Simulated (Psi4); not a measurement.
# ZnH2 (SMILES [ZnH2]) at wB97M-V/def2-SVP (sweep point 1)

Aim: the vertical electron affinity of ZnH2 at wB97M-V/def2-SVP (sweep point 1), from 2 runs. The job is set up through a Python script.

The calculation is run with Psi4 1.11.

### Step 1. The system as given

ZnH2 has 3 atoms, charge 0, and is taken as a singlet. As SMILES, `[ZnH2]`. The shape is that of a PBE0-D4/def2-TZVP optimisation.

Bond lengths: Zn1–H2 1.544 Å, Zn1–H3 1.544 Å. Angles: H2–Zn1–H3 180.0°.

### Step 2. The energy at wB97M-V/def2-SVP (sweep point 1)

Contents of job.py:

```python
import psi4

psi4.set_memory(1600000000)
psi4.set_num_threads(1)
psi4.set_output_file('h2zn.out', False)

m = psi4.geometry("""
0 1
Zn    -0.003700    -0.021600    -0.004400
H      0.590600     1.324200     0.465500
H     -0.597900    -1.367400    -0.474400
symmetry c1
""")

psi4.set_options({
    'basis': 'def2-SVP',
    'reference': 'rks',
    'puream': True,
    'scf_type': 'pk',
    'dft_radial_points': 99,
    'dft_spherical_points': 590,
})

E = psi4.energy("wb97m-v", molecule=m)
print(f'total energy {E:.8f} hartree = {E * 27.211386:.5f} eV')
for k, v in sorted(psi4.core.scalar_variables().items()):
    print(f'{k:45s} {v:18.10f}')
```

On the command line:

```bash
python job.py
```

h2zn.out:

```text
[...]
  Running in c1 symmetry.
[...]
  Nuclear repulsion =   20.729909730469121
[...]
  Multiplicity = 1
[...]
  Nalpha       = 16
  Nbeta        = 16
[...]
    Number of basis functions: 41
[...]
   @RKS iter   1: -1778.49661927661373   -1.95595e+00   5.30427e-02 DIIS/ADIIS
[...]
   @RKS iter   9: -1780.19051049473501   -1.16643e-09   1.01756e-07 DIIS
[...]
    Orbital Energies [Eh]
    ---------------------
    Doubly Occupied:
       1A   -347.844469     2A    -42.506560     3A    -37.392743
       4A    -37.392743     5A    -37.390787     6A     -4.993399
       7A     -3.354722     8A     -3.354722     9A     -3.350164
      10A     -0.621143    11A     -0.606314    12A     -0.606314
      13A     -0.603008    14A     -0.603008    15A     -0.433376
      16A     -0.363829
[...]
  @RKS Final Energy: -1780.19051049473501
   => Energetics <=
    Nuclear Repulsion Energy =             20.7299097304691209
    One-Electron Energy =               -2523.8877761341182122
    Two-Electron Energy =                 779.7381032912211367
    DFT Exchange-Correlation Energy =     -56.9064630737618202
    Empirical Dispersion Energy =           0.0000000000000000
    VV10 Nonlocal Energy =                  0.1357156914551563
    Total Energy =                      -1780.1905104947347809
[...]
 Multipole Moments:
 ------------------------------------------------------------------------------------
     Multipole            Electronic (a.u.)      Nuclear  (a.u.)        Total (a.u.)
 ------------------------------------------------------------------------------------
 L = 1.  Multiply by 2.5417464519 to convert [e a0] to [Debye]
 Dipole X            :         -0.0001462            0.0000883           -0.0000579
 Dipole Y            :         -0.0001719            0.0001038           -0.0000680
 Dipole Z            :         -0.0000140            0.0000078           -0.0000062
 Magnitude           :                                                    0.0000895
[...]
```

On the terminal:

```text
total energy -1780.19051049 hartree = -48441.45113 eV
CURRENT ENERGY                                  -1780.1905104947
CURRENT REFERENCE ENERGY                        -1780.1905104947
DD SOLVATION ENERGY                                 0.0000000000
DFT FUNCTIONAL TOTAL ENERGY                     -1780.1905104947
DFT TOTAL ENERGY                                -1780.1905104947
DFT VV10 ENERGY                                     0.1357156915
DFT XC ENERGY                                     -56.9064630738
GRID ELECTRONS ALPHA                               15.9999999734
GRID ELECTRONS BETA                                15.9999999734
GRID ELECTRONS TOTAL                               31.9999999469
NUCLEAR REPULSION ENERGY                           20.7299097305
ONE-ELECTRON ENERGY                             -2523.8877761341
PCM POLARIZATION ENERGY                             0.0000000000
PE ENERGY                                           0.0000000000
SCF ITERATION ENERGY                            -1780.1905104947
SCF ITERATIONS                                      9.0000000000
SCF TOTAL ENERGY                                -1780.1905104947
TWO-ELECTRON ENERGY                               779.7381032912
XC GRID RADIAL POINTS                              99.0000000000
XC GRID SPHERICAL POINTS                          590.0000000000
XC GRID TOTAL POINTS                           167822.0000000000
```

Run time: 33 s. Hardware: 1 thread of Intel Xeon Platinum 8259CL at 2.50GHz (Skylake/Cascade Lake), shared host; peak memory 0.66 GiB.

### Step 3. The doublet anion, same level

Contents of calc.py:

```python
import psi4

psi4.set_memory(1600000000)
psi4.set_num_threads(1)
psi4.core.set_output_file('run.log', False)

geom = psi4.geometry("""
-1 2
Zn    -0.003700    -0.021600    -0.004400
H      0.590600     1.324200     0.465500
H     -0.597900    -1.367400    -0.474400
units angstrom
symmetry c1
""")

psi4.set_options({
    'basis': 'def2-SVP',
    'reference': 'uks',
    'puream': True,
    'scf_type': 'pk',
    'dft_radial_points': 99,
    'dft_spherical_points': 590,
    'maxiter': 150,
})

result, w = psi4.energy("wb97m-v", molecule=geom, return_wfn=True)
print(f'total energy {result:.8f} hartree = {result * 27.211386:.5f} eV')
```

On the command line:

```bash
python calc.py
```

run.log:

```text
[...]
  Running in c1 symmetry.
[...]
  Nuclear repulsion =   20.729909730469121
[...]
  Multiplicity = 2
[...]
  Nalpha       = 17
  Nbeta        = 16
[...]
    Number of basis functions: 41
[...]
   @UKS iter   1: -1778.20438748963488   -1.66372e+00   5.39421e-02 DIIS/ADIIS
[...]
   @UKS iter  12: -1780.05530777511649    2.19870e-08   1.06898e-07 DIIS
[...]
   @S^2 Observed:                7.556672326E-01
[...]
    Orbital Energies [Eh]
    ---------------------
    Alpha Occupied:
       1A   -347.530460     2A    -42.194526     3A    -37.081481
       4A    -37.080669     5A    -37.079617     6A     -4.676103
       7A     -3.039934     8A     -3.038159     9A     -3.029650
      10A     -0.315232    11A     -0.293691    12A     -0.286223
      13A     -0.285609    14A     -0.285319    15A     -0.177838
      16A     -0.111070    17A      0.151924
    Alpha Virtual:
      18A      0.283948    19A      0.383450    20A      0.383894
      21A      0.558495    22A      0.884767    23A      0.915742
      24A      1.487696    25A      1.490701    26A      1.728780
[...]
  @UKS Final Energy: -1780.05530777511649
   => Energetics <=
    Nuclear Repulsion Energy =             20.7299097304691209
    One-Electron Energy =               -2533.5900379486456586
    Two-Electron Energy =                 789.6602465452280057
    DFT Exchange-Correlation Energy =     -56.9936045755950218
    Empirical Dispersion Energy =           0.0000000000000000
    VV10 Nonlocal Energy =                  0.1381784734271362
    Total Energy =                      -1780.0553077751167166
[...]
 Multipole Moments:
 ------------------------------------------------------------------------------------
     Multipole            Electronic (a.u.)      Nuclear  (a.u.)        Total (a.u.)
 ------------------------------------------------------------------------------------
 L = 1.  Multiply by 2.5417464519 to convert [e a0] to [Debye]
 Dipole X            :         -0.0001580            0.0000883           -0.0000697
 Dipole Y            :         -0.0002352            0.0001038           -0.0001314
 Dipole Z            :         -0.0000169            0.0000078           -0.0000091
 Magnitude           :                                                    0.0001490
[...]
```

The script printed:

```text
total energy -1780.05530778 hartree = -48437.77208 eV
```

Wall time 46 s (1 thread of Intel Xeon Platinum 8259CL at 2.50GHz (Skylake/Cascade Lake), shared host); peak memory 0.66 GiB.

### Step 4. Summary of results

At wB97M-V/def2-SVP (sweep point 1):

| quantity | value |
| --- | --- |
| singlet ZnH2: total energy | -1780.19051 Eh |
| singlet ZnH2: dipole moment | 0.00 D |
| singlet ZnH2: HOMO energy | -9.90 eV |
| singlet ZnH2: LUMO energy | 2.41 eV |
| singlet ZnH2: HOMO–LUMO gap | 12.31 eV |
| doublet anion: total energy | -1780.05531 Eh |
| doublet anion: HOMO energy (highest over α and β) | 4.13 eV |
| doublet anion: LUMO energy (lowest over α and β) | 7.73 eV |
| doublet anion: ⟨S²⟩ | 0.756 |
| vertical electron affinity (to the doublet anion) | -3.679 eV |

In words: The anion lies 3.68 eV (355 kJ/mol) above the neutral: the electron isn't bound at this level, and such a value depends on the basis. Without diffuse functions anions come out too high. The HOMO (doublet anion) lies at positive energy, 4.13 eV; only total energies tell whether the electron is bound.
